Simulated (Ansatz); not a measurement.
# F2H2O2Si: the cost of one run

Program: Ansatz 0.2.0, Gaussian basis. Level of theory: PBE0-D4/def2-TZVP structures, single points in def2-TZVPP, no counterpoise correction. These are calculated values, not measurements.

Levels: SPW92, PBE-D4, BLYP-D4, r2SCAN-D4, B97M-V, PBE0-D4, B3LYP-D4, r2SCAN0-D4, BHLYP-D4, CAM-B3LYP-D4, wB97X-V, wB97M-V, B2PLYP, PBE-QIDH, RPA on PBE, Hartree-Fock, MP2, CCSD, CCSD(T).

Correlated methods freeze the cores. B3LYP uses VWN-RPA correlation. B2PLYP carries no dispersion term here.

94 further runs of the same task are left out: 94 set aside as unsound or not needed. Runs told in other sessions of the task aren't counted.

### Step 1. Starting geometry

The complex: 13 atoms, charge 0, spin multiplicity 1.

Atoms are counted from 1 here; the program's logs count them from 0.

Bond lengths: Si1–F4 1.579 Å, Si1–F5 1.577 Å, Si1–O6 1.597 Å, Si1–O8 1.636 Å, O2–Si3 1.654 Å, O2–H7 0.967 Å, Si3–H9 1.480 Å, Si3–H10 1.486 Å, Si3–H11 1.486 Å, O6–H12 0.974 Å, O8–H13 0.959 Å. Angles: F4–Si1–F5 104.7°, F4–Si1–O6 112.5°, F4–Si1–O8 109.3°, F5–Si1–O6 111.2°, F5–Si1–O8 110.2°, O6–Si1–O8 108.8°, Si3–O2–H7 119.1°, O2–Si3–H9 105.7°, O2–Si3–H10 110.8°, O2–Si3–H11 111.2°, H9–Si3–H10 110.3°, H9–Si3–H11 110.2°, H10–Si3–H11 108.6°, Si1–O6–H12 116.2°, Si1–O8–H13 118.7°.

Geometry (Å):

```xyz
13
F2H6O3Si2
Si    0.4268    0.9571    2.0445
O    -0.4455   -0.1125   -1.0455
Si   -0.7950   -1.1790   -2.2609
F     0.7587    2.4594    2.3998
F     0.6273    0.1714    3.3972
O    -1.0576    0.7738    1.4861
H     0.4592   -0.0657   -0.7062
O     1.4850    0.4215    0.9175
H    -2.2454   -1.0347   -2.5167
H    -0.0197   -0.8538   -3.4865
H    -0.4807   -2.5746   -1.8568
H    -1.1358    0.4863    0.5593
H     2.4228    0.5506    1.0683
```

Its parts: F2H2O2Si holds atoms 1, 4, 5, 6, 8, 12, 13; SiH4O holds atoms 2, 3, 7, 9, 10, 11. Each part counts its atoms afresh in its own runs.

### Step 2. Relaxing F2H2O2Si alone

Contents of relax-a/in.yaml:

```yaml
crystal:
  periodic: [false, false, false]
  atoms:
    - {symbol: Si, position_ang: [0.426798, 0.957130, 2.044465]}
    - {symbol: F, position_ang: [0.758660, 2.459412, 2.399751]}
    - {symbol: F, position_ang: [0.627299, 0.171447, 3.397230]}
    - {symbol: O, position_ang: [-1.057613, 0.773764, 1.486128]}
    - {symbol: O, position_ang: [1.485039, 0.421461, 0.917472]}
    - {symbol: H, position_ang: [-1.135774, 0.486327, 0.559257]}
    - {symbol: H, position_ang: [2.422755, 0.550592, 1.068344]}
basis:
  gaussian: {orbitals: def2-TZVP}
hamiltonian: {xc: pbe0, dispersion: d4}
relax: {f_tol: 0.005, max_steps: 200}
```

The run is started by

```sh
ansatz run in.yaml --threads 4 --pin off --events-out ev --progress --plain --max-ram 41984MiB --backend cuda --devices 0, --max-vram 37GiB
```

Q: Estimate wall time and peak memory on 1 × a share of an NVIDIA H100 with 4 threads of AMD EPYC 7R13, shared host.

About 20 s, with a peak of 0.84 GiB on the host.
